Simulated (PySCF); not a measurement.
# C₈H₇FS: geometry, NMR shifts and electronic excitations

Wanted: the NMR shifts and electronic excitations of C₈H₇FS (`C=Cc1ccc(S)c(F)c1`), by calculation.

The runs use PySCF 2.14.0, with density-fitted response routines of our own; the level of theory stands in each step. All values are computed, except where a source is named. Atoms count from 0, in the outputs and in this text.

## 1. Starting geometry

17 atoms, charge 0, multiplicity 1; geometry from: GFN2-xTB.

Bonds of the start (Å): C0–C1 1.33, C1–C2 1.46, C2–C3 1.40, C3–C4 1.38, C4–C5 1.39, C5–S6 1.76, C5–C7 1.39, C7–F8 1.36, C7–C9 1.38, C9–C2 1.40, C0–H10 1.08, C0–H11 1.08, C1–H12 1.08, C3–H13 1.08, C4–H14 1.08, S6–H15 1.33, C9–H16 1.08.

## 2. Relaxing the molecule at PBE0-D3(BJ)/def2-SVP

What the job is given:

```
{"job": {"xc": "PBE0", "basis": "def2-SVP", "d3": "d3bj", "grid": 1, "kind": "geom"}, "charge": 0, "multiplicity": 1}
C     -3.012344     0.727796     0.379701
C     -2.208571    -0.227751    -0.073003
C     -0.753057    -0.208763    -0.086107
C     -0.060261    -1.290780    -0.636372
C      1.317022    -1.320957    -0.673196
C      2.063643    -0.264830    -0.159923
S      3.823603    -0.334738    -0.220358
C      1.369810     0.811385     0.386025
F      2.062944     1.859910     0.895626
C     -0.004928     0.851073     0.428211
H     -2.647785     1.648535     0.801307
H     -4.082608     0.620043     0.342103
H     -2.645144    -1.129097    -0.484958
H     -0.616064    -2.122830    -1.042516
H      1.837418    -2.163696    -1.101596
H      4.026071     0.842200     0.367660
H     -0.476746     1.714530     0.867487
```

**Question.** This job is followed by: GIAO PBE0/pcSseg-1 NMR shielding, non-relativistic, gas phase; TDDFT PBE0/def2-SVPD, vertical, gas phase, core orbitals frozen in the response; GIAO KT3/pcSseg-1 NMR shielding, non-relativistic, gas phase. Predict these results of the whole session: point group; rotational constants (main isotopes); 13C shifts against TMS (PBE0/pcSseg-1); 1H shifts against TMS (PBE0/pcSseg-1); 33S shifts against CS2 (PBE0/pcSseg-1); 19F shifts against CFCl3 (PBE0/pcSseg-1); lowest singlet (PBE0/def2-SVPD); lowest triplet; vertical ionisation energy (ΔSCF); vertical electron affinity (ΔSCF); range of the shift of S6.

As calculated:

| quantity | value |
| --- | --- |
| point group | Cs |
| rotational constants (main isotopes) | 2.70, 0.68, 0.54 GHz |
| 13C shifts against TMS (PBE0/pcSseg-1) | 163.5, 143.1, 138.6, 132.4, 130.9, 129.2, 119.1, 113.3 ppm |
| 1H shifts against TMS (PBE0/pcSseg-1) | 7.51, 7.20, 6.84, 6.52, 6.08, 5.55, 4.51 ppm |
| 33S shifts against CS2 (PBE0/pcSseg-1) | -70 ppm |
| 19F shifts against CFCl3 (PBE0/pcSseg-1) | -121.8 ppm |
| lowest singlet (PBE0/def2-SVPD) | 4.31 eV (287 nm), f = 0.384 |
| lowest triplet | 2.90 eV |
| vertical ionisation energy (ΔSCF) | 7.91 eV |
| vertical electron affinity (ΔSCF) | -0.08 eV (unbound: the value hangs on the basis) |
| range of the shift of S6 | -70 to -44 ppm |

**Reading.** The optimisation took 4 steps and gained 0.051 eV; among the close pairs (by a distance rule), C7–F8 changed most, from 1.356 to 1.338 Å. At PBE0/pcSseg-1: The largest span, 411 ppm, is at S6, where the paramagnetic term is -488 ppm. NICS(1)zz of -23 ppm above the planar ring from C2 marks a diatropic (aromatic) ring current. The first singlet state (HOMO→LUMO 0.84, HOMO→LUMO+1 0.10) lies at 4.31 eV and is bright. The lowest triplet lies 1.42 eV below the lowest singlet (triplets in Tamm-Dancoff, singlets in full TDDFT). The orbital energy would give 6.30 eV for ionisation, ΔSCF gives 7.91 eV. Across the 2 runs the shift of S6 moves most, between -70 (PBE0/pcSseg-1) and -44 ppm (KT3/pcSseg-1). Most of that comes from the computed reference, not from the atom's own shielding.
